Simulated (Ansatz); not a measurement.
**CH5NOSi: small, medium and large basis sets**

Aim: see how fast density functionals converge with the basis set for CH5NOSi.

Program: Ansatz 0.2.0, Gaussian basis. Level of theory: one geometry, several basis sets. These are calculated values, not measurements.

Levels to be run: PBE0-D4/def2-SVP; ωB97M-V/def2-SVP; PBE0-D4/def2-QZVPP; ωB97M-V/def2-QZVPP; the functionals' def2-TZVPP values are taken from earlier runs.

## (1) The relaxed structure

All runs share one geometry, relaxed beforehand with PBE0-D4 in a triple-zeta def2 set.

SMILES `NC1O[SiH2]1`, 9 atoms, charge 0, spin multiplicity 1.

Atoms are counted from 1 here; the program's logs count them from 0.

Bond lengths: N1–C2 1.399 Å, N1–H5 1.013 Å, N1–H6 1.010 Å, C2–O3 1.516 Å, C2–Si4 1.812 Å, C2–H7 1.088 Å, O3–Si4 1.654 Å, Si4–H8 1.481 Å, Si4–H9 1.483 Å. Angles: C2–N1–H5 112.6°, C2–N1–H6 113.9°, H5–N1–H6 109.4°, N1–C2–O3 117.7°, N1–C2–Si4 126.4°, N1–C2–H7 112.0°, O3–C2–Si4 58.8°, O3–C2–H7 108.6°, Si4–C2–H7 119.4°, C2–O3–Si4 69.6°, C2–Si4–O3 51.6°, C2–Si4–H8 123.8°, C2–Si4–H9 120.6°, O3–Si4–H8 118.3°, O3–Si4–H9 117.1°, H8–Si4–H9 111.9°.

## (2) PBE0-D4 in def2-SVP

The input, in.yaml:

```yaml
crystal:
  periodic: [false, false, false]
  atoms:
    - {symbol: N, position_ang: [-0.536908, 1.438465, -0.082015]}
    - {symbol: C, position_ang: [-0.462540, 0.077432, -0.396534]}
    - {symbol: O, position_ang: [-0.591105, -0.916826, 0.740615]}
    - {symbol: Si, position_ang: [0.892783, -1.049993, 0.021626]}
    - {symbol: H, position_ang: [-1.460120, 1.717426, 0.226513]}
    - {symbol: H, position_ang: [0.148947, 1.740362, 0.594661]}
    - {symbol: H, position_ang: [-1.165128, -0.198955, -1.180153]}
    - {symbol: H, position_ang: [1.199181, -2.285739, -0.735471]}
    - {symbol: H, position_ang: [2.063391, -0.568572, 0.793660]}
basis:
  gaussian: {orbitals: def2-SVP}
hamiltonian: {xc: pbe0, dispersion: d4}
output: {orbitals: {seedname: orbitals}}
```

Launch:

```sh
> ansatz run in.yaml --threads 2 --pin off --events-out ev --progress --plain --max-ram 4352MiB
```

After this run come: ωB97M-V in def2-SVP; PBE0-D4 in def2-QZVPP; ωB97M-V in def2-QZVPP.

Before running them: what should the planned runs give, taken together? Wanted: PBE0-D4: double and triple zeta above quadruple; ωB97M-V: double and triple zeta above quadruple.

**Answer**, as computed:

| quantity | value |
| --- | --- |
| PBE0-D4: double and triple zeta above quadruple | 9.01, 0.55 eV |
| ωB97M-V: double and triple zeta above quadruple | 9.17, 0.52 eV |

**Reading.** For PBE0-D4 the step from double to triple zeta gains 8.46 eV and the next only 0.55 eV. Total energies overstate the basis error of differences, where much of it tends to cancel. The LUMO of ωB97M-V is positive and keeps falling with the basis (1.92 to 0.97 eV): an unbound level that the basis holds in place.
